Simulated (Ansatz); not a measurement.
# Rhenium, diamond under LDA: structure, energy and stiffness

Aim: take rhenium in the diamond structure, relax it, solve it on a dense k-mesh, switch on spin-orbit coupling, then scale the cell to 7 volumes from 88 to 112 % of the relaxed one and try a fit of the equation of state. The k-meshes are 10×10×10 for the relaxation; 16×16×16 for the dense run; 10×10×10 for spin-orbit coupling; 11×11×11 for the volumes.

This is Re in the diamond structure; at room conditions it is hcp.

Method: DFT LDA (PW92), plane waves (420 eV) with PAW, scalar-relativistic; the PAW data stem from PBE, with regenerated cores, in Ansatz 0.2.0.

### Step 1. The starting structure

The structure is cubic, space group Fd-3m (No. 227). Conventional cell: a = 5.416 Å, b = 5.416 Å, c = 5.416 Å, α = 90.00°, β = 90.00°, γ = 90.00°. Re (site symmetry -43m) has 4 Re at 2.35 Å as nearest neighbours.

Structure file:

```cif
data_structure
_symmetry_space_group_name_H-M 'P 1'
_symmetry_Int_Tables_number 1
_cell_length_a 3.8300
_cell_length_b 3.8300
_cell_length_c 3.8300
_cell_angle_alpha 60.000
_cell_angle_beta 60.000
_cell_angle_gamma 60.000
_cell_volume 39.73
loop_
_atom_site_label
_atom_site_type_symbol
_atom_site_fract_x
_atom_site_fract_y
_atom_site_fract_z
_atom_site_occupancy
Re1 Re 0.12500 0.12500 0.12500 1
Re2 Re 0.87500 0.87500 0.87500 1
```

### Step 2. Geometry optimisation

The input, input.yaml:

```yaml
crystal:
  lattice:
    - [0.0, 2.7082441576, 2.7082441576]
    - [2.7082441576, 0.0, 2.7082441576]
    - [2.7082441576, 2.7082441576, 0.0]
  atoms:
    - { symbol: Re, position: [0.125, 0.125, 0.125] }
    - { symbol: Re, position: [0.875, 0.875, 0.875] }
hamiltonian:
  xc: lda
  pseudopotentials:
    kind: paw
    azcp:
      Re: "pseudopotentials/Re.paw.azcp"
basis:
  ecutwfc: 420
  fft_grid_basis: typed
kpoints:
  mp_grid: { grid: [10, 10, 10], shift: [0, 0, 0] }
magnetization:
  spin_polarized: false
scf:
  occupations: { method: fermi_dirac, width: 0.1 }
relax:
  max_steps: 60
  f_tol: 0.01
  cell: {}
output:
  write_density: true
  write_potential: true
  elf: true
  volumetric_format: npy
```

Further steps of the session: The energy on a finer k-mesh; Spin-orbit coupling switched on; The cell scaled to 88 % of its volume; The cell scaled to 92 % of its volume; The cell scaled to 96 % of its volume; The cell scaled to 100 % of its volume; The cell scaled to 104 % of its volume; The cell scaled to 108 % of its volume; The cell scaled to 112 % of its volume.

What does the calculation give? Wanted: space group; conventional cell; volume; shortest distance; gap on the mesh; relative to hcp; V₀, B₀, B₀′.

**Answer**, as computed:

| quantity | value |
| --- | --- |
| space group (spins left aside) | Fd-3m (No. 227) |
| conventional cell | a = 5.562 Å |
| volume | 21.504 Å³/atom |
| shortest distance | 2.408 Å |
| gap on the mesh | none (levels filled in part) |
| relative to hcp | +1805 meV/atom |
| V₀, B₀, B₀′ | 21.481 Å³/atom, 200 GPa, 4.2 |

In words: The relaxation enlarged the cell by 8.3 % in volume. Against the reference form of rhenium (hcp, computed apart with the same settings) it stands 1805 meV/atom higher, so it is far from stable. No gap shows: it is a metal or semimetal at this level. Totals with and without spin-orbit coupling (-25.8 eV/atom apart) can't be read as binding, since the two-component data shift the zero of energy. The fitted modulus is 200 GPa. Relaxation kept the symmetry; phonons were not checked.
